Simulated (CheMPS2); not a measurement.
# GeO (SMILES [O]=[Ge]): DMRG/STO-6G

Aim: the vertical ionisation energy of GeO at DMRG/STO-6G, from 2 runs. 

Program for the calculation: CheMPS2 1.8.12.

6 further runs of the same task are left out: 3 that didn't finish, 3 set aside as unsound or not needed.

### 1 The structure to begin with

The species is GeO (2 atoms), meant as a singlet with charge 0. SMILES: `[O]=[Ge]`. The shape comes from GFN2-xTB, which is rough for such elements, and wasn't checked as a minimum.

Bond lengths: O1–Ge2 1.576 Å.

### 2 A single-point energy at DMRG/STO-6G

Contents of prepare.py:

```python
from pyscf import ao2mo, cc, dft, gto, mcscf, mp, scf
from pyscf.tools import fcidump

mol = gto.M(atom="mol.xyz", basis="sto-6g", verbose=3)
print("basis functions               : %d" % (mol.nao))
mf = scf.RHF(mol)
mf.conv_tol = 1e-10
mf.max_cycle = 200
mf.kernel()
if not mf.converged:
    mf = mf.newton().run(mf.mo_coeff, mf.mo_occ)
print("SCF energy                    : %.10f" % (mf.e_tot))
# single-reference ladder for comparison
ref = mf
pt = mp.MP2(ref, frozen=10).run()
mycc = cc.CCSD(ref, frozen=10)
mycc.max_cycle = 150
mycc.kernel()
print("E(MP2)                        : %.10f" % (pt.e_tot))
if mycc.converged:
    print(f"E(CCSD)                       : {mycc.e_tot:.10f}")
    print(f"CCSD(T) total energy          : {mycc.e_tot + mycc.ccsd_t():.10f}")
    print(f"T1 diagnostic                 : {mycc.get_t1_diagnostic():.4f}")
# a few density functionals on the same geometry and basis
ks = dft.RKS(mol, xc="r2scan").set(conv_tol=1e-9, verbose=3).run()
if ks.converged:
    print("E(r2SCAN)                     : %.8f" % (ks.e_tot))
ks = dft.RKS(mol, xc="camb3lyp").set(conv_tol=1e-9, verbose=3).run()
if ks.converged:
    print(f"E(CAM-B3LYP)                  : {ks.e_tot:.8f}")
ks = dft.RKS(mol, xc="pbe0").set(conv_tol=1e-9, verbose=3).run()
if ks.converged:
    print("E(PBE0)                       : %.8f" % (ks.e_tot))
ks = dft.RKS(mol, xc="b3lyp").set(conv_tol=1e-9, verbose=3).run()
if ks.converged:
    print(f"E(B3LYP)                      : {ks.e_tot:.8f}")
# natural orbitals of MP2 give a compact matrix product state
occ_no, mo = mcscf.addons.make_natural_orbitals(mp.MP2(mf, frozen=10).run())
mf.mo_coeff = mo
# FCIDUMP for the DMRG program
cas = mcscf.CASCI(mf, 13, 20)
h1, ecore = cas.get_h1eff()
fcidump.from_integrals("FCIDUMP", h1, cas.get_h2eff(), 13, 20, nuc=ecore, ms=0)
# exact diagonalisation in the same space
ci = mcscf.CASCI(mf, 13, (10, 10))
ci.fix_spin_(ss=0)
ci.fcisolver.conv_tol = 1e-10
ci.fcisolver.max_cycle = 200
ci.kernel()
print(f"exact diagonalisation         : {ci.e_tot:.10f}")
```

Contents of chemps2.input:

```
FCIDUMP = FCIDUMP
GROUP = 0
MULTIPLICITY = 1
NELECTRONS = 20
IRREP = 0
EXCITATION = 0
SWEEP_STATES = 37, 75, 150, 150
SWEEP_ENERGY_CONV = 1e-04, 1e-04, 1e-04, 1e-06
SWEEP_MAX_SWEEPS = 3, 4, 3, 6
SWEEP_NOISE_PREFAC = 0.05, 0.05, 0.005, 0.0
SWEEP_DVDSON_RTOL = 3e-05, 3e-05, 3e-05, 3e-06
NOCC = 0
NACT = 13
NVIR = 0
MOLCAS_FIEDLER = TRUE
PRINT_CORR = TRUE
TMP_FOLDER = .
```

On the command line:

```sh
$ python prepare.py && chemps2 --file=chemps2.input
```

The log of the run:

```text
$ python prepare.py
basis functions               : 23
converged SCF energy = -2138.78818943795
SCF energy                    : -2138.7881894379
E(RMP2) = -2138.94000169549  E_corr = -0.151812257538109
E(SCS-RMP2) = -2138.93417715803  E_corr = -0.145987720085367
E(CCSD) = -2138.923676726371  E_corr = -0.1354872884222595
E(MP2)                        : -2138.9400016955
E(CCSD)                       : -2138.9236767264
CCSD(T) correction = -0.0177048158130758
CCSD(T) total energy          : -2138.9413815422
T1 diagnostic                 : 0.0287
converged SCF energy = -2140.57938276725
E(r2SCAN)                     : -2140.57938277
converged SCF energy = -2140.52534984865
E(CAM-B3LYP)                  : -2140.52534985
converged SCF energy = -2140.21404590194
E(PBE0)                       : -2140.21404590
converged SCF energy = -2140.49233516151
E(B3LYP)                      : -2140.49233516
E(RMP2) = -2138.94000169549  E_corr = -0.151812257538109
E(SCS-RMP2) = -2138.93417715803  E_corr = -0.145987720085367
CASCI E = -2138.94099040788  E(CI) = -134.883361158672  S^2 = 0.0000000
exact diagonalisation         : -2138.9409904079

$ chemps2 --file=chemps2.input

Running chemps2 version 1.8.12 () with the following options:

[... 57 lines left out ...]
***     Minimum energy           = -2138.93932762316
[... 28 lines left out ...]
***     Maximum discarded weight = 9.86805328321758e-07
[... 13 lines left out ...]
***     Minimum energy           = -2138.94094500616
[... 8 lines left out ...]
***     Maximum discarded weight = 6.25892793399455e-06
[... 14 lines left out ...]
***     Maximum discarded weight during the last sweep     = 6.25943580942583e-06
[... 12 lines left out ...]
***     Minimum energy           = -2138.94098733756
[... 14 lines left out ...]
***     Minimum energy           = -2138.94099018834
[... 7 lines left out ...]
***     Maximum discarded weight = 1.69163386028422e-10
[... 14 lines left out ...]
***     Maximum discarded weight = 1.99759190704355e-10
[... 14 lines left out ...]
***     Maximum discarded weight during the last sweep     = 1.92053279955997e-10
[... 78 lines left out ...]
Singlet diradical correlation function = < d_i,up d_j,down > + < d_i,down d_j,up > - < d_i,up > * < d_j,down > - < d_i,down > * < d_j,up >
Hamiltonian index order is used!

   Columns 1 to 8

   -0.000000    0.000007    0.000004    0.000004    0.000008    0.000000    0.000008    0.000001
    0.000007   -0.000000    0.000004    0.000004    0.000008    0.000000    0.000008    0.000001
    0.000004    0.000004   -0.000000    0.000025    0.000066    0.000000    0.000001    0.000003
[... 9 lines of this table left out ...]
    0.000007    0.000007    0.000087    0.000087    0.000397    0.000151    0.001651    0.023670

   Columns 9 to 13

    0.000002    0.000002    0.000030    0.000030    0.000007
    0.000002    0.000002    0.000024    0.000024    0.000007
    0.000023    0.000038    0.000175    0.000074    0.000087
[... 9 lines of this table left out ...]
    0.004812    0.004812    0.007089    0.007089   -0.000395

--------------------------------------------------------
Two-orbital mutual information = 0.5 * ( s1(i) + s1(j) - s2(i,j) ) * ( 1 - delta(i,j) )
Hamiltonian index order is used!

   Columns 1 to 8

    0           0.000103    0.000024    0.000024    0.000029    0.000015    0.000064    0.000022
    0.000103    0           0.000024    0.000024    0.000029    0.000015    0.000064    0.000022
    0.000024    0.000024    0           0.000102    0.000419    0.000012    0.000036    0.000022
[... 9 lines of this table left out ...]
    0.000031    0.000031    0.000217    0.000217    0.002997    0.001185    0.009671    0.089966

   Columns 9 to 13

    0.000020    0.000020    0.000099    0.000099    0.000031
    0.000019    0.000019    0.000085    0.000085    0.000031
    0.000052    0.000161    0.000550    0.000155    0.000217
[... 9 lines of this table left out ...]
    0.011960    0.011960    0.012632    0.012632    0

--------------------------------------------------------
```

Wall time 19 s (1 thread of Arm Neoverse V2, shared host); peak memory 0.17 GiB.

### 3 The doublet cation: the energy at DMRG/STO-6G

Contents of prepare.py:

```python
from pyscf import ao2mo, cc, dft, gto, mcscf, mp, scf
from pyscf.tools import fcidump

geom = [
    ("O", (0.000000, 0.000000, 0.000000)),
    ("Ge", (0.000000, 0.000000, 1.576490)),
]
mol = gto.M(
    atom=geom,
    basis="sto-6g",
    charge=1,
    spin=1,
    verbose=3,
)
print("nao                      = %d" % (mol.nao))
mf = scf.ROHF(mol)
mf.conv_tol = 1e-10
mf.max_cycle = 200
mf.kernel()
if not mf.converged:
    mf = mf.newton().run(mf.mo_coeff, mf.mo_occ)
print(f"SCF energy               = {mf.e_tot:.10f}")
ref = scf.UHF(mol).run(mf.make_rdm1(), conv_tol=1e-10)
pt = mp.MP2(ref, frozen=10).run()
mycc = cc.CCSD(ref, frozen=10)
mycc.max_cycle = 150
mycc.kernel()
print(f"MP2 total energy         = {pt.e_tot:.10f}")
if mycc.converged:
    print(f"E(CCSD)                  = {mycc.e_tot:.10f}")
    print("CCSD(T) total energy     = %.10f" % (mycc.e_tot + mycc.ccsd_t()))
ks = dft.UKS(mol, xc="r2scan").set(conv_tol=1e-9, verbose=3).run(mf.make_rdm1())
if ks.converged:
    print("E(r2SCAN)                = %.8f" % (ks.e_tot))
ks = dft.UKS(mol, xc="camb3lyp").set(conv_tol=1e-9, verbose=3).run(mf.make_rdm1())
if ks.converged:
    print("E(CAM-B3LYP)             = %.8f" % (ks.e_tot))
ks = dft.UKS(mol, xc="pbe0").set(conv_tol=1e-9, verbose=3).run(mf.make_rdm1())
if ks.converged:
    print("E(PBE0)                  = %.8f" % (ks.e_tot))
ks = dft.UKS(mol, xc="b3lyp").set(conv_tol=1e-9, verbose=3).run(mf.make_rdm1())
if ks.converged:
    print("E(B3LYP)                 = %.8f" % (ks.e_tot))
occ_no, mo = mcscf.addons.make_natural_orbitals(mp.MP2(mf.to_uhf(), frozen=10).run())
mf.mo_coeff = mo
cas = mcscf.CASCI(mf, 13, 19)
h1, ecore = cas.get_h1eff()
fcidump.from_integrals("FCIDUMP", h1, cas.get_h2eff(), 13, 19, nuc=ecore, ms=1)
ci = mcscf.CASCI(mf, 13, (10, 9))
ci.fix_spin_(ss=0.75)
ci.fcisolver.conv_tol = 1e-10
ci.fcisolver.max_cycle = 200
ci.kernel()
print(f"exact diagonalisation    = {ci.e_tot:.10f}")
```

Contents of chemps2.input:

```
FCIDUMP = FCIDUMP
GROUP = 0
MULTIPLICITY = 2
NELECTRONS = 19
IRREP = 0
EXCITATION = 0
SWEEP_STATES = 50, 75, 100, 100
SWEEP_ENERGY_CONV = 1e-05, 1e-05, 1e-05, 1e-07
SWEEP_MAX_SWEEPS = 2, 2, 4, 6
SWEEP_NOISE_PREFAC = 0.05, 0.05, 0.005, 0.0
SWEEP_DVDSON_RTOL = 3e-04, 3e-04, 3e-04, 3e-05
NOCC = 0
NACT = 13
NVIR = 0
MOLCAS_FIEDLER = TRUE
PRINT_CORR = TRUE
TMP_FOLDER = .
```

On the command line:

```sh
$ python prepare.py && chemps2 --file=chemps2.input
```

The log of the run:

```text
$ python prepare.py
nao                      = 23
converged SCF energy = -2138.54449106154
SCF energy               = -2138.5444910615
converged SCF energy = -2138.55031816822  <S^2> = 0.80169757  2S+1 = 2.0510461
E(UMP2) = -2138.6328331408  E_corr = -0.0825149725813309
E(SCS-UMP2) = -2138.62956873306  E_corr = -0.079250564839744
E(UCCSD) = -2138.666359060989  E_corr = -0.1160408927672199
MP2 total energy         = -2138.6328331408
E(CCSD)                  = -2138.6663590610
UCCSD(T) correction = -0.0137495410722674
CCSD(T) total energy     = -2138.6801086021
converged SCF energy = -2140.28688283652  <S^2> = 0.75393758  2S+1 = 2.0039337
E(r2SCAN)                = -2140.28688284
converged SCF energy = -2140.22912454953  <S^2> = 0.75817757  2S+1 = 2.0081609
E(CAM-B3LYP)             = -2140.22912455
converged SCF energy = -2139.9190961699  <S^2> = 0.75695036  2S+1 = 2.0069383
E(PBE0)                  = -2139.91909617
converged SCF energy = -2140.19835174265  <S^2> = 0.75551687  2S+1 = 2.0055093
E(B3LYP)                 = -2140.19835174
E(UMP2) = -2138.62489938358  E_corr = -0.0804083220496462
E(SCS-UMP2) = -2138.6234606175  E_corr = -0.078969555962882
CASCI E = -2138.68308987785  E(CI) = -134.593933594683  S^2 = 0.7500000
exact diagonalisation    = -2138.6830898779

$ chemps2 --file=chemps2.input

[... 60 lines left out ...]
***     Maximum discarded weight = 0
[... 34 lines left out ...]
***     Minimum energy           = -2138.68302563021
[... 7 lines left out ...]
***     Maximum discarded weight = 9.01299368088504e-06
[... 14 lines left out ...]
***     Maximum discarded weight = 1.36320640209489e-06
[... 13 lines left out ...]
***     Minimum energy           = -2138.68307630657
[... 7 lines left out ...]
***     Maximum discarded weight = 2.4601603363593e-06
[... 14 lines left out ...]
***     Maximum discarded weight = 6.83531793232016e-07
[... 13 lines left out ...]
***     Minimum energy           = -2138.68308504476
[... 7 lines left out ...]
***     Maximum discarded weight = 1.0807329835539e-06
[... 14 lines left out ...]
***     Maximum discarded weight = 1.09028961070993e-06
[... 14 lines left out ...]
***     Maximum discarded weight during the last sweep     = 1.09599113622022e-06
[... 78 lines left out ...]
Singlet diradical correlation function = < d_i,up d_j,down > + < d_i,down d_j,up > - < d_i,up > * < d_j,down > - < d_i,down > * < d_j,up >
Hamiltonian index order is used!

   Columns 1 to 8

   -0.000000    0.000006    0.000007    0.000007    0.000008   -0.000000    0.000003    0.000001
    0.000006   -0.000000    0.000007    0.000007    0.000008   -0.000000    0.000003    0.000001
    0.000007    0.000007   -0.000000    0.000013    0.000031    0.000004    0.000096    0.000013
[... 9 lines of this table left out ...]
    0.000005    0.000005    0.000055    0.000055    0.000635    0.003644    0.003130    0.001904

   Columns 9 to 13

    0.000001    0.000002    0.000021    0.000021    0.000005
    0.000001    0.000002    0.000026    0.000026    0.000005
    0.000009   -0.000025    0.000157    0.000088    0.000055
[... 9 lines of this table left out ...]
    0.001904    0.005993    0.003063    0.003063   -0.000441

--------------------------------------------------------
Two-orbital mutual information = 0.5 * ( s1(i) + s1(j) - s2(i,j) ) * ( 1 - delta(i,j) )
Hamiltonian index order is used!

   Columns 1 to 8

    0           0.000082    0.000028    0.000028    0.000026    0.000011    0.000019    0.000019
    0.000082    0           0.000028    0.000028    0.000026    0.000011    0.000019    0.000019
    0.000028    0.000028    0           0.000043    0.000082    0.000007    0.000095    0.000010
[... 9 lines of this table left out ...]
    0.000021    0.000021    0.000107    0.000107    0.002590    0.011771    0.018352    0.002437

   Columns 9 to 13

    0.000019    0.000000    0.000072    0.000072    0.000021
    0.000019    0.000000    0.000078    0.000078    0.000021
    0.000330    0.000022    0.000467    0.000236    0.000107
[... 9 lines of this table left out ...]
    0.002437    0.025174    0.002794    0.002794    0

--------------------------------------------------------
```

Run time: 39 s. Hardware: 1 thread of Arm Neoverse V2, shared host; peak memory 0.17 GiB.

### 4 What came out

Level: DMRG/STO-6G, 10 core orbitals frozen.

```
                                          quantity           value
                  run 1, DMRG/STO-6G: total energy  -2138.94099 Eh
run 1, DMRG/STO-6G: T1 diagnostic of the CCSD step           0.029
                      doublet cation: total energy  -2138.68309 Eh
vertical ionisation energy (to the doublet cation)        7.018 eV
```

**Reading.** Removing an electron at fixed nuclei costs 7.02 eV (677 kJ/mol). In a minimal basis such a difference can be off by several eV, whatever the method. The T1 diagnostic (run 1, DMRG/STO-6G) of 0.029 is above the customary mark for such species, so a single reference may not serve.
